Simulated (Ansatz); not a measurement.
**F₄H₂O₂SSi₂: up Jacob's ladder to CCSD(T)**

The task here is to estimate one member of a computed series from the others.

The runs use Ansatz 0.2.0, Gaussian basis; functionals in def2-TZVPP, the program's frozen cores in correlated methods.

The runs, in order: PBE-D4, r2SCAN-D4, PBE0-D4, B3LYP-D4, ωB97X-V, ωB97M-V, B2PLYP; CCSD(T)/def2-TZVPP; MP2/def2-QZVPP; extrapolation to the limit.

### The relaxed structure

All runs share one geometry, relaxed beforehand with PBE0-D4 in a triple-zeta def2 set.

SMILES `O[Si](F)(F)S[Si](O)(F)F`, 11 atoms, charge 0, spin multiplicity 1.

Atoms are counted from 1 here; the program's logs count them from 0.

Bond lengths: O1–Si2 1.615 Å, O1–H10 0.959 Å, Si2–F3 1.580 Å, Si2–F4 1.578 Å, Si2–S5 2.104 Å, S5–Si6 2.104 Å, Si6–O7 1.614 Å, Si6–F8 1.580 Å, Si6–F9 1.578 Å, O7–H11 0.959 Å. Angles: Si2–O1–H10 118.9°, O1–Si2–F3 109.9°, O1–Si2–F4 111.9°, O1–Si2–S5 110.8°, F3–Si2–F4 105.5°, F3–Si2–S5 113.1°, F4–Si2–S5 105.5°, Si2–S5–Si6 98.6°, S5–Si6–O7 110.8°, S5–Si6–F8 113.1°, S5–Si6–F9 105.5°, O7–Si6–F8 109.8°, O7–Si6–F9 111.9°, F8–Si6–F9 105.6°, Si6–O7–H11 118.9°.

Coordinates:

```
O    -1.4669   -0.9633   -0.4915
Si   -0.1980   -1.6178    0.2622
F     0.8623   -2.1097   -0.8007
F    -0.6000   -2.9035    1.0848
S     0.6058   -0.2770    1.6706
Si    0.4858    1.4869    0.5296
O     0.9268    1.2111   -0.9988
F    -0.9477    2.1502    0.5629
F     1.4454    2.5171    1.2429
H    -1.6923   -1.2709   -1.3715
H     0.5788    1.7770   -1.6906
```

Set-up of the first run:

The input, in.yaml:

```yaml
crystal:
  periodic: [false, false, false]
  atoms:
    - {symbol: O, position_ang: [-1.466891, -0.963250, -0.491451]}
    - {symbol: Si, position_ang: [-0.197993, -1.617845, 0.262226]}
    - {symbol: F, position_ang: [0.862298, -2.109707, -0.800684]}
    - {symbol: F, position_ang: [-0.599998, -2.903483, 1.084763]}
    - {symbol: S, position_ang: [0.605765, -0.276997, 1.670611]}
    - {symbol: Si, position_ang: [0.485812, 1.486895, 0.529593]}
    - {symbol: O, position_ang: [0.926811, 1.211051, -0.998809]}
    - {symbol: F, position_ang: [-0.947678, 2.150176, 0.562900]}
    - {symbol: F, position_ang: [1.445419, 2.517088, 1.242911]}
    - {symbol: H, position_ang: [-1.692313, -1.270896, -1.371487]}
    - {symbol: H, position_ang: [0.578777, 1.776968, -1.690563]}
basis:
  gaussian: {orbitals: def2-TZVPP}
hamiltonian: {xc: pbe, dispersion: d4}
output: {forces: true, orbitals: {seedname: orbitals}}
```

Launch:

```bash
$ ansatz run in.yaml --threads 2 --pin off --events-out ev --progress --plain --max-ram 31744MiB --backend cuda --devices 0, --max-vram 18GiB
```

Steps of the session up to this table: PBE-D4 (GGA); r2SCAN-D4 (meta-GGA); PBE0-D4 (hybrid); B3LYP-D4 (hybrid); ωB97X-V (range-separated); ωB97M-V (range-separated); B2PLYP (double hybrid); CCSD(T) in def2-TZVPP; MP2 in def2-QZVPP.

One of the session's tables, all rows but one given; the rest of the session is left out.

| method | atomisation energy (kJ/mol) |
| --- | --- |
| PBE-D4 | 4934.1 |
| r2SCAN-D4 | 4887.5 |
| PBE0-D4 | 4798.5 |
| B3LYP-D4 | 4803.8 |
| ωB97X-V | 4877.1 |
| ωB97M-V | 4884.1 |
| B2PLYP | ? |
| HF/def2-TZVPP | 3496.0 |
| MP2/def2-TZVPP | 4961.3 |
| CCSD/def2-TZVPP | 4639.7 |
| CCSD(T)/def2-TZVPP | 4728.8 |
| MP2/CBS | 5138.0 |
| CCSD(T)/CBS | 4905.4 |

**Question.** Estimate the row for B2PLYP.

**Answer.** atomisation energy (kJ/mol): 4793.0. In the column «atomisation energy (kJ/mol)» it lies between CCSD(T)/def2-TZVPP (4728.8) and PBE0-D4 (4798.5).
